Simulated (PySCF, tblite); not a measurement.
# C₂H₈BrSi₃ radical: geometry, infrared bands and EPR parameters

Wanted: the infrared bands and EPR parameters of C₂H₈BrSi₃ radical (`[H]/[C]=C\[Si@@H]([SiH3])[SiH2]Br`), by calculation.

Computed with tblite 0.8.0 and PySCF 2.14.0, with density-fitted response routines of our own, on a single molecule in the gas phase. Atoms are numbered from 0 throughout.

## 1. The starting structure

14 atoms, charge 0, multiplicity 2; geometry from: force field or distance geometry start.

Bonds of the start (Å): C0–C1 1.32, C1–Si2 1.81, Si2–Si3 2.32, Si2–Si4 2.31, Si4–Br5 2.23, C0–H6 1.06, C1–H7 1.07, Si2–H8 1.49, Si3–H9 1.48, Si3–H10 1.48, Si3–H11 1.49, Si4–H12 1.49, Si4–H13 1.48.

## 2. Geometry optimisation with GFN2-xTB

The job: settings as JSON, then the geometry in Å.

```
{"job": {"kind": "relax", "xc": "GFN2-xTB", "basis": "xTB"}, "charge": 0, "multiplicity": 2}
C      2.710900    -0.996500     0.265400
C      1.637800    -0.596700    -0.383800
Si     0.182800    -0.040200     0.542400
Si    -0.429700     2.098300    -0.108700
Si    -1.670800    -1.315300     0.033500
Br    -1.944900    -1.445100    -2.173000
H      3.577700    -1.312800     0.783300
H      1.621600    -0.600300    -1.454100
H      0.429500    -0.072800     2.012200
H      0.640700     3.062000     0.240500
H     -0.671300     2.141400    -1.567500
H     -1.677000     2.499800     0.603100
H     -1.513400    -2.693500     0.563700
H     -2.894600    -0.728700     0.620900
```

The run is started by

```sh
OMP_NUM_THREADS=1 python probes_run.py task.json out
```

One launch serves the whole session: the jobs run in the order shown.

Log:

```text
step      E/eV     max force
  0    -476.40562    3.873
  1    -476.54855    3.613
  2    -476.63376    0.761
  3    -476.65310    0.437
  4    -476.69648    0.619
  5    -476.71952    0.707
  6    -476.77274    1.048
  7    -476.80798    0.928
  8    -476.85260    0.344
  9    -476.86292    0.321
 10    -476.88219    0.277
 11    -476.89517    0.344
 12    -476.90797    0.331
 13    -476.91645    0.228
 14    -476.92042    0.228
 15    -476.92384    0.178
 16    -476.92831    0.222
 17    -476.93383    0.223
 18    -476.94067    0.262
 19    -476.94659    0.268
 20    -476.95114    0.231
 21    -476.95529    0.198
 22    -476.95926    0.213
 23    -476.96297    0.208
 24    -476.96536    0.132
 25    -476.96636    0.071
 26    -476.96699    0.061
 27    -476.96762    0.085
 28    -476.96822    0.095
 29    -476.96887    0.081
 30    -476.96970    0.076
 31    -476.97078    0.087
 32    -476.97195    0.087
 33    -476.97291    0.074
 34    -476.97355    0.066
 35    -476.97411    0.066
 36    -476.97476    0.089
 37    -476.97540    0.070
 38    -476.97591    0.064
 39    -476.97641    0.065
 40    -476.97705    0.108
 41    -476.97786    0.136
 42    -476.97869    0.109
 43    -476.97938    0.069
 44    -476.97998    0.072
 45    -476.98070    0.100
 46    -476.98169    0.136
 47    -476.98288    0.126
 48    -476.98393    0.085
 49    -476.98459    0.069
 50    -476.98493    0.041
 51    -476.98514    0.040
 52    -476.98538    0.047
 53    -476.98573    0.057
 54    -476.98620    0.070
 55    -476.98667    0.064
 56    -476.98697    0.039
 57    -476.98713    0.031
 58    -476.98721    0.022
 59    -476.98728    0.021
 60    -476.98734    0.017
 61    -476.98739    0.016
 62    -476.98742    0.011
 63    -476.98744    0.009
```

Wall time 0.51 s (1 thread of Arm Neoverse V2, shared host).

Relaxation path: (not every step is listed)

```
step  energy from step 0 (eV)  largest force (eV/Å)
   0                   0.0000                3.8727
   1                  -0.1429                3.6134
   2                  -0.2281                0.7613
   3                  -0.2475                0.4368
   4                  -0.2909                0.6190
   5                  -0.3139                0.7068
   6                  -0.3671                1.0479
   7                  -0.4024                0.9283
   8                  -0.4470                0.3442
  13                  -0.5108                0.2276
  18                  -0.5351                0.2618
  23                  -0.5573                0.2079
  28                  -0.5626                0.0954
  33                  -0.5673                0.0744
  38                  -0.5703                0.0644
  43                  -0.5738                0.0689
  48                  -0.5783                0.0847
  53                  -0.5801                0.0571
  58                  -0.5816                0.0220
  59                  -0.5817                0.0208
  60                  -0.5817                0.0173
  61                  -0.5818                0.0161
  62                  -0.5818                0.0110
  63                  -0.5818                0.0093
```

Close pairs (by a distance rule), those that changed most:

```
   bond  before (Å)  after (Å)  change (Å)
 C1–Si2       1.812      1.957      +0.145
  C0–C1       1.316      1.279      -0.037
Si3–H11       1.491      1.466      -0.025
Si4–H12       1.485      1.461      -0.024
 Si3–H9       1.482      1.463      -0.019
Si2–Si4       2.307      2.324      +0.017
Si3–H10       1.479      1.462      -0.017
Si4–Br5       2.227      2.244      +0.017
```

The final coordinates are the input of the step that follows.

## 3. Harmonic vibrations with GFN2-xTB

The job: settings as JSON, then the geometry in Å.

```
{"job": {"kind": "ir", "xc": "GFN2-xTB", "basis": "xTB"}, "charge": 0, "multiplicity": 2}
C      2.705347    -1.032626     0.059518
C      1.611230    -0.636274    -0.471667
Si     0.081160     0.065269     0.526964
Si    -0.301663     2.271710    -0.101178
Si    -1.607161    -1.487651     0.154126
Br    -1.946226    -1.566154    -2.062760
H      3.116125    -1.109420     1.040791
H      1.435076    -0.664058    -1.539020
H      0.425967    -0.085859     1.956314
H      0.813169     3.140241     0.279022
H     -0.508970     2.378969    -1.544453
H     -1.505851     2.773992     0.567704
H     -1.374162    -2.895013     0.470553
H     -2.944720    -1.153598     0.641918
```

Log:

```text
mode    cm-1     km/mol
  1     -15.5      0.13
  2      16.3      2.89
  3      44.4      0.15
  4      51.6      3.17
  5      83.7      1.59
  6     115.5      3.66
  7     150.9     11.28
  8     267.0      1.63
  9     338.4      7.20
 10     356.4     16.39
 11     403.8      9.20
 12     416.0     21.95
 13     443.8     10.08
 14     491.5     12.99
 15     545.1      2.10
 16     551.4      5.60
 17     584.6    162.90
 18     605.3    389.73
 19     606.8     30.14
 20     683.7    598.56
 21     755.4    524.29
 22     779.7    312.88
 23     797.6     87.62
 24     803.0    131.14
 25     810.9    216.35
 26     914.2     34.22
 27    1122.2      3.94
 28    1696.8     18.01
 29    2109.3    334.35
 30    2226.3    127.50
 31    2244.9    409.25
 32    2252.7    264.65
 33    2269.5    167.06
 34    2271.4    279.17
 35    3000.1     16.04
 36    3173.4     33.20
```

Run time: 0.54 s. Hardware: 1 thread of Arm Neoverse V2, shared host.

The strongest bands and the atoms that carry them (share of the mass-weighted mode):

| cm⁻¹ | km/mol | atoms |
| --- | --- | --- |
| 605 | 389.7 | H8 74 % |
| 684 | 598.6 | H13 42 %, H12 39 % |
| 755 | 524.3 | H6 43 %, C0 13 %, H10 13 %, H9 12 % |
| 780 | 312.9 | H6 21 %, H10 19 %, H9 18 %, H11 13 % |
| 2109 | 334.4 | H8 97 % |
| 2245 | 409.2 | H13 67 %, H12 21 % |
| 2253 | 264.6 | H9 94 % |
| 2271 | 279.2 | H12 52 %, H10 28 %, H13 17 % |

## 4. EPR parameters: B3LYP/def2-TZVP-core+pcH-1

The job, as its differences from that of step 3:

```diff
@@ -1,2 +1,2 @@
-{"job": {"kind": "ir", "xc": "GFN2-xTB", "basis": "xTB"}, "charge": 0, "multiplicity": 2}
+{"job": {"kind": "epr", "basis": "pcH-1"}, "charge": 0, "multiplicity": 2}
 C      2.705347    -1.032626     0.059518
```

Level: UKS B3LYP, def2-TZVP-core on Br, pcH-1 on C H Si, non-relativistic, mean-field spin-orbit, GIAO.

Log:

```text
UKS, coarse grid
  cycle   1  E = -3523.62011634  |g| = 1.58e+00
  cycle   2  E = -3523.61350801  |g| = 5.65e-01
  cycle   3  E = -3523.64165961  |g| = 3.20e-01
  cycle   4  E = -3523.68835170  |g| = 7.79e-02
  cycle   5  E = -3523.69130858  |g| = 2.23e-02
  cycle   6  E = -3523.69151268  |g| = 1.16e-02
  cycle   7  E = -3523.69159114  |g| = 2.55e-03
  cycle   8  E = -3523.69159829  |g| = 1.42e-03
  cycle   9  E = -3523.69160313  |g| = 6.10e-04
UKS, final grid
  cycle   1  E = -3523.69164096  |g| = 6.11e-04
  cycle   2  E = -3523.69164103  |g| = 7.80e-04
  cycle   3  E = -3523.69164138  |g| = 1.47e-04
  cycle   4  E = -3523.69164144  |g| = 1.42e-04
  cycle   5  E = -3523.69164147  |g| = 7.05e-05
  cycle   6  E = -3523.69164147  |g| = 1.49e-05
E = -3523.69164147 Eh   <S^2> = 0.7587 (exact 0.7500)
g shifts (ppm)      1          2          3
  rmc          -150       -150       -150
  gc             21        -48          2
  oz_so        -572          3        214
  total        -701       -194         65
hyperfine (MHz)  atom isotope    a_iso     a_fc   dipolar eigenvalues
    0   13C     289.33     289.49    -76.86    -56.99    133.85
    1   13C     -26.29     -26.28    -17.12      0.79     16.33
    2  29Si    -136.50    -136.71    -32.43     16.11     16.32
    3  29Si      -3.37      -3.38     -1.94      0.80      1.14
    4  29Si      -1.53      -1.52     -1.64      0.57      1.07
    5  79Br       0.09       0.14     -1.39     -0.33      1.72
    6    1H      55.73      55.73    -30.02     -6.98     37.01
    7    1H     142.68     142.69     -6.27     -5.28     11.55
    8    1H      -5.15      -5.15     -3.27     -1.17      4.44
    9    1H      -0.61      -0.61     -0.90     -0.45      1.35
   10    1H      -0.85      -0.85     -0.80     -0.43      1.23
   11    1H      10.07      10.07     -0.74     -0.20      0.94
   12    1H      -0.96      -0.96     -0.90     -0.47      1.36
   13    1H      11.19      11.19     -0.69     -0.26      0.95
```

It took 4.2 min on 1 thread of Arm Neoverse V2, shared host; peak memory 1.4 GiB.

Principal g values 2.00162, 2.00213, 2.00238; g(iso) = 2.00204, against 2.00232 for a free electron.

Hyperfine couplings; where a row names several nuclei, a(iso) is their mean (it holds for fast rotation or exchange) and the dipolar term the largest among them:

```csv
nuclei,isotope,a(iso) (MHz),"a(iso) (G, at g = 2.0023)",largest dipolar term (MHz)
C0,13C,289.3,103.2,133.9
H7,1H,142.7,50.9,11.6
Si2,29Si,-136.5,-48.7,-32.4
H6,1H,55.7,19.9,37.0
C1,13C,-26.3,-9.4,-17.1
H13,1H,11.2,4.0,1.0
H8,1H,-5.1,-1.8,4.4
Si3,29Si,-3.4,-1.2,-1.9
"H9, H10, H11",1H,2.9,1.0,1.4
Si4,29Si,-1.5,-0.5,-1.6
H12,1H,-1.0,-0.3,1.4
Br5,79Br,0.1,0.0,1.7
```

Mulliken spin populations:

C0 0.95; C1 -0.16; Si2 0.13; Si3 0.01; Si4 0.01; Br5 0.00; H6 0.01; H7 0.06; H8 0.00; H9 0.00; H10 0.00; H11 0.00; H12 0.00; H13 0.01

In first order the couplings over 0.8 MHz of 1H give 128 distinct lines over 80.0 G, if the averaged nuclei exchange fast.

Orbitals, density, ELF and potential are computed afterwards from the orbital file.

ELF in a plane through or near 6 of the atoms.

Ten even steps from '0' (0.00) to '9' (1.00):
```
0000000000000000000000000000
0000000000000000000000000000
0000000000000011000000000000
0000000000003898510000000000
0000000000017999830000000000
0000000000014788631000000000
0000000000011233321000000000
0000133000012332210000000000
0005999821232124200014520000
0018999974761771552599993000
0017999932991435973899997000
0001466311498569826299996000
0000016998632124312145530000
0000039999820002799951000000
0000049999810002999971000000
0000002575200000589830000000
0000000000000000011100000000
0000000000000000000000000000
0000000000000000000000000000
0000000000000000000000000000
```
The map spans 11.7 Å across and 12.0 Å up, centred on the molecule. Atoms in the plane (x, y in Å): Si2 (-0.1, 0.1), Si4 (1.8, -1.2), H6 (0.3, 3.4), H9 (-3.2, 0.0), H11 (-2.3, -2.1), H12 (3.1, -0.6).

log10 of the density (e/Å³) in the same plane.

Ten even steps from '0' (-4.0) to '9' (1.8):
```
0000000000000000000000000000
0000000000000111000000000000
0000000000122333321000000000
0000000001234555432100000000
0000000001245676543210000000
0000000012345666543210000000
0000011112345555543210000000
0001223223345555543221100000
0012345444456665543333321000
0123456655567996555555432100
0123466666666876666666543210
0123455677666666678766543210
0012345666554445667655432100
0001235666543334566654321000
0001234555432234556543210000
0000122333221122344432100000
0000001111100011222221000000
0000000000000000011100000000
0000000000000000000000000000
0000000000000000000000000000
```
The map spans 11.7 Å across and 12.0 Å up, centred on the molecule. Atoms in the plane (x, y in Å): Si2 (-0.1, 0.1), Si4 (1.8, -1.2), H6 (0.3, 3.4), H9 (-3.2, 0.0), H11 (-2.3, -2.1), H12 (3.1, -0.6).

On the surface of density 0.002 e/bohr³ the electrostatic potential runs, from the 1st to the 99th percentile, from -0.54 V near Br5 to 1.47 V near Si4.

The spin density lies nearest to C0 66 %; H6 9 %; C1 8 % (beta excess); Si2 8 %.

## 5. Results

| quantity | value |
| --- | --- |
| strongest single infrared mode (GFN2-xTB) | 684 cm⁻¹, 599 km/mol |
| zero-point energy (GFN2-xTB) | 48.6 kcal/mol |
| g(iso) (B3LYP) | 2.00204 |
| ⟨S²⟩ | 0.759 (exact 0.75) |
| largest a(iso) (averaged by class) | 13C on C0, 289.3 MHz |
| surface potential, 1st and 99th percentile | -0.54 V and 1.47 V |

In words: Relaxing lowered the energy by 0.582 eV in 63 steps; the close pair that moved most is C1–Si2, from 1.812 to 1.957 Å. The lowest mode is slightly imaginary (16i cm⁻¹), a soft motion within the noise of the Hessian, so the minimum is not strictly shown. The strongest single mode, at 684 cm⁻¹, moves mainly H13 and H12. Unscaled tight-binding wavenumbers are off by several per cent, some by more. Its intensities can rank the bands wrongly. Most of the unpaired spin sits on C0 (0.95 e). The isotropic g lies 0.3 ppt below the free-electron value. The hyperfine terms hold no scalar relativity, which the heavier nuclei need.
